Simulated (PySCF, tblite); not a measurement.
# C₂H₅BO₂, a small molecule taken as a stand-in for a surface group (boron hydroxide): NMR shifts, core binding energies and electronic excitations

Aim: the NMR shifts, core binding energies and electronic excitations of `C=CB(O)O`.

Programs: tblite 0.8.0 and PySCF 2.14.0. All values are calculated, for the isolated system unless a continuum is named. Atoms count from 0, parts from 1.

## 1. Starting point

10 atoms, charge 0, multiplicity 1; geometry: distance geometry start.

## 2. Relaxing the cluster with GFN2-xTB

Job settings and geometry (Å):

```
{"job": {"kind": "relax", "xc": "GFN2-xTB", "basis": "xTB"}, "charge": 0, "multiplicity": 1}
O      1.718998     0.179734     0.640983
B      0.478928    -0.576744     0.525130
O      0.406892    -1.865962     1.210848
C     -0.682848    -0.066193    -0.394184
C     -0.943882     1.217427    -0.576229
H      1.660055     1.000785     0.142431
H      0.846203    -2.569037     0.657510
H     -1.298360    -0.801085    -0.896904
H     -0.382427     2.024091    -0.114946
H     -1.762398     1.457308    -1.250571
```

Method: GFN2-xTB geometry optimisation, gas phase.

Run with:

```console
OMP_NUM_THREADS=1 python cluster_run.py task.json out
```

This one command runs all jobs of the session in turn.

**Question.** The jobs that follow are: PBE0-D3(BJ)/def2-SVP geometry optimisation, gas phase; GIAO PBE0/pcSseg-2 NMR shielding, non-relativistic, gas phase; delta-SCF UKS SCAN, pcX-2 on the ionised atom, pcseg-1 elsewhere, spin-free X2C; TDDFT CAM-B3LYP/def2-SVPD, vertical, gas phase, core orbitals frozen in the response. Predict: point group; rotational constants (main isotopes); $^{13}$C shifts against TMS (PBE0/pcSseg-2); $^{1}$H shifts against TMS (PBE0/pcSseg-2); $^{17}$O shifts against H2O (PBE0/pcSseg-2); $^{11}$B shifts against BF3·OEt2 (PBE0/pcSseg-2); surface potential, 1st and 99th percentile; O1s binding energies, SCAN/pcX-2; C1s binding energies, SCAN/pcX-2; B1s binding energies, SCAN/pcX-2; lowest singlet (CAM-B3LYP/def2-SVPD); brightest single state of those computed; lowest triplet; vertical ionisation energy (ΔSCF).

The runs gave:

| quantity | value |
| --- | --- |
| point group | Cs |
| rotational constants (main isotopes) | 9.49, 3.78, 2.71 GHz |
| $^{13}$C shifts against TMS (PBE0/pcSseg-2) | 145.6, 144.0 ppm |
| $^{1}$H shifts against TMS (PBE0/pcSseg-2) | 6.44, 6.31, 5.99, 4.27, 3.65 ppm |
| $^{17}$O shifts against H2O (PBE0/pcSseg-2) | 113.7, 98.7 ppm |
| $^{11}$B shifts against BF3·OEt2 (PBE0/pcSseg-2) | 25.8 ppm |
| surface potential, 1st and 99th percentile | -1.35 V and 2.44 V |
| O1s binding energies, SCAN/pcX-2 | O0 539.16, O2 538.96 eV |
| C1s binding energies, SCAN/pcX-2 | C4 290.78, C3 290.31 eV |
| B1s binding energies, SCAN/pcX-2 | B1 197.20 eV |
| lowest singlet (CAM-B3LYP/def2-SVPD) | 6.75 eV (184 nm), f = 0.000 |
| brightest single state of those computed | state 2, 6.89 eV, f = 0.362 |
| lowest triplet | 4.03 eV |
| vertical ionisation energy (ΔSCF) | 10.51 eV |

What this shows: The optimisation took 5 steps and gained 0.072 eV; among the close pairs (by a distance rule), O0–H5 changed most, from 0.987 to 0.961 Å (PBE0/def2-SVP). By nearest atom (PBE0/pcSseg-2), the HOMO sits on C3, C4 about 39 % each and the LUMO on C3, C4 about 25 % each; B1 17 %. O0 (oxygen bonded to B, H) binds its O1s electron 0.20 eV more tightly than O2 (oxygen bonded to B, H). C4 (carbon bonded to C, 2 H) binds its C1s electron 0.47 eV more tightly than C3 (carbon bonded to C, B, H). The first singlet state (HOMO−1→LUMO 0.97) lies at 6.75 eV and is dark; of the 6 states computed, the strongest absorption comes from state 2 at 6.89 eV. The lowest triplet lies 2.72 eV below the lowest singlet (triplets in Tamm-Dancoff, singlets in full TDDFT). The orbital energy would give 9.46 eV for ionisation, ΔSCF gives 10.51 eV.
